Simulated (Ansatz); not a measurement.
# BH₅OS₂Si: one species, many methods

One table from this session's results is given with a row withheld; the runs are named, their logs left out.

Method: functionals in def2-TZVPP, the program's frozen cores in correlated methods; program: Ansatz 0.2.0, Gaussian basis.

Levels to be run: PBE-D4, r2SCAN-D4, PBE0-D4, B3LYP-D4, ωB97X-V, ωB97M-V, B2PLYP; CCSD(T)/def2-TZVPP; MP2/def2-QZVPP; extrapolation to the limit.

## The geometry

All runs share one geometry, relaxed beforehand with PBE0-D4 in a triple-zeta def2 set.

SMILES `[SiH3]OB(S)S`, 10 atoms, charge 0, spin multiplicity 1.

Atoms are counted from 1 here; the program's logs count them from 0.

Bond lengths: Si1–O2 1.652 Å, Si1–H6 1.484 Å, Si1–H7 1.482 Å, Si1–H8 1.481 Å, O2–B3 1.351 Å, B3–S4 1.822 Å, B3–S5 1.814 Å, S4–H9 1.342 Å, S5–H10 1.343 Å. Angles: O2–Si1–H6 110.5°, O2–Si1–H7 108.0°, O2–Si1–H8 107.6°, H6–Si1–H7 110.2°, H6–Si1–H8 110.3°, H7–Si1–H8 110.2°, Si1–O2–B3 138.1°, O2–B3–S4 120.4°, O2–B3–S5 120.4°, S4–B3–S5 119.2°, B3–S4–H9 96.3°, B3–S5–H10 95.5°.

The first run:

Input file in.yaml:

```yaml
crystal:
  periodic: [false, false, false]
  atoms:
    - {symbol: Si, position_ang: [-0.033063, -1.296362, 1.285956]}
    - {symbol: O, position_ang: [0.285039, 0.133230, 0.520578]}
    - {symbol: B, position_ang: [0.034387, 0.710666, -0.674451]}
    - {symbol: S, position_ang: [-0.894105, -0.191388, -1.956979]}
    - {symbol: S, position_ang: [0.617750, 2.392614, -1.023047]}
    - {symbol: H, position_ang: [-0.701568, -2.243572, 0.359378]}
    - {symbol: H, position_ang: [-0.909527, -1.010463, 2.445884]}
    - {symbol: H, position_ang: [1.258772, -1.855255, 1.747417]}
    - {symbol: H, position_ang: [-0.858447, 0.783942, -2.877734]}
    - {symbol: H, position_ang: [1.200762, 2.576588, 0.172988]}
basis:
  gaussian: {orbitals: def2-TZVPP}
hamiltonian: {xc: pbe, dispersion: d4}
output: {forces: true, orbitals: {seedname: orbitals}}
```

Run with:

```bash
> ansatz run in.yaml --threads 2 --pin off --events-out ev --progress --plain --max-ram 22528MiB --backend cpu
```

Steps of the session up to this table: PBE-D4 (GGA); r2SCAN-D4 (meta-GGA); PBE0-D4 (hybrid); B3LYP-D4 (hybrid); ωB97X-V (range-separated); ωB97M-V (range-separated); B2PLYP (double hybrid); CCSD(T) in def2-TZVPP; MP2 in def2-QZVPP.

One of the session's tables, all rows but one given; the rest of the session is left out.

It belongs to the step «Atomisation energies». 

| method | atomisation energy (kJ/mol) |
| --- | --- |
| PBE-D4 | 3539.7 |
| r2SCAN-D4 | 3529.9 |
| PBE0-D4 | 3489.9 |
| B3LYP-D4 | 3496.2 |
| ωB97X-V | 3528.7 |
| ωB97M-V | 3529.8 |
| B2PLYP | 3456.3 |
| HF/def2-TZVPP | 2588.9 |
| MP2/def2-TZVPP | ? |
| CCSD/def2-TZVPP | 3349.4 |
| CCSD(T)/def2-TZVPP | 3404.2 |
| MP2/CBS | 3567.3 |
| CCSD(T)/CBS | 3504.0 |

Q: Estimate the row for MP2/def2-TZVPP from the others.

**Answer.** atomisation energy (kJ/mol): 3467.6. In the column «atomisation energy (kJ/mol)» it lies between B2PLYP (3456.3) and PBE0-D4 (3489.9).

To keep in mind: Free atoms (1 Si, 1 O, 1 B, 2 S, 5 H) were run apart at each level; the atomisation energy is their sum less the molecule, without zero-point or spin-orbit terms.
